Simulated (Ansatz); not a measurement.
This script for Ansatz 0.2.0, Python API starts 5 runs on CdPbS2, space group P4/mmm. What input does the engine get in each?

`kconv_cdpbs2.py`:
```python
"""Convergence of CdPbS2 with the k-point mesh."""

import ansatz as az
import pandas as pd

structure = (
    az.Lattice.of((4.091581, 0.0, 0.0), (0.0, 4.091581, 0.0), (0.0, 0.0, 5.794427))
    .atom("Cd", (0.0, 0.0, 0.0))
    .atom("Pb", (0.5, 0.5, 0.5))
    .atom("S", (0.0, 0.0, 0.5))
    .atom("S", (0.5, 0.5, 0.0))
)

calculation = structure.calculation().functional("pbesol").pseudopotentials("paw").occupations("Fixed")

rows = []
for value in [0.8, 0.6, 0.5, 0.4, 0.33]:
    report = calculation.kpoints(spacing=value).run().report
    rows.append((value, report["free_energy_ev"] / len(report["lattice"]["sites"]), report["n_iterations"], report["n_kpoints"]))

table = pd.DataFrame(rows, columns=["spacing (1/A)", "F/atom (eV)", "iterations", "k-points"])
print(table.round(5).to_string(index=False))

# differences from the last row
for row in rows[:-1]:
    shift = 1000 * (row[1] - rows[-1][1])
    print(f"{row[0]}: {shift:+.2f} meV/atom" + ("  (within 1 meV)" if abs(shift) < 1 else ""))
```

Run 1:
```yaml
crystal:
  lattice:
    - [4.091581, 0.0, 0.0]
    - [0.0, 4.091581, 0.0]
    - [0.0, 0.0, 5.794427]
  atoms:
    - { symbol: Cd, position: [0.0, 0.0, 0.0] }
    - { symbol: Pb, position: [0.5, 0.5, 0.5] }
    - { symbol: S, position: [0.0, 0.0, 0.5] }
    - { symbol: S, position: [0.5, 0.5, 0.0] }
kpoints:
  mp_grid:
    kspacing: 0.8
hamiltonian:
  xc: pbesol
  pseudopotentials:
    kind: paw
scf:
  occupations:
    method: fixed
```

Run 2, against run 1:
```diff
-    kspacing: 0.8
+    kspacing: 0.6
```

Run 3, against run 1:
```diff
-    kspacing: 0.8
+    kspacing: 0.5
```

Run 4, against run 1:
```diff
-    kspacing: 0.8
+    kspacing: 0.4
```

Run 5, against run 1:
```diff
-    kspacing: 0.8
+    kspacing: 0.33
```

```console
$ python kconv_cdpbs2.py
DeckWarning: basis.ecutwfc = 420 eV, auto-derived from the records' recommended cutoffs: set by Cd (normal level)
RunWarning: iter 1: σ=0 fill of 23 bands saw a band overlap (occupied 9.2681 eV > unoccupied 7.6465 eV) — on an unconverged iterate often a transient of an unconverged empty band; one that stands at the close is told there (band_overlap_at_count); if the run fails to converge, the spectrum is likely genuinely metallic at σ=0 — use a smearing of finite width or the tetrahedron method (which not every kind of run takes: see the entry of scf.occupations.method in the input reference), with at [...]
RunWarning: the bands overlap at the fill by count (23 filled at each k-point of a channel): the highest filled level, 9.416868 eV at k-index 3, stands 1.8816 eV over the lowest empty one, 7.535224 eV at k-index 4, so that a fill of the lowest levels lies lower and no gap is reported. A metal, or a carrier in a host's bands, wants a smearing of finite width or the tetrahedron method (`scf.occupations.method`). A defect's level that its images broaden is meant whole, and this fill is then the right one; a shifted mesh or single k-points narrow the overlap
 spacing (1/A)  F/atom (eV)  iterations  k-points
          0.80  -5427.21349           7         6
          0.60  -5427.58858           7         6
          0.50  -5427.64692           7        12
          0.40  -5427.64692           7        12
          0.33  -5427.64246           7        18
0.8: +428.97 meV/atom
0.6: +53.88 meV/atom
0.5: -4.46 meV/atom
0.4: -4.46 meV/atom
```
(Warnings from the package without file and line, shortened, repeats left out.)

The input holds a mistake (fixed occupations, though the bands overlap at this level of theory), so what it prints is no property of CdPbS2. Spin-orbit coupling, which matters for elements this heavy, is left out. This cell is a computed structure, which may not be the phase found in nature. Shifts are counted from the finest mesh, which is itself no proven limit. Finished in 8.4 s on 1 thread of Arm Neoverse V2 (shared host), peak memory 0.47 GiB.
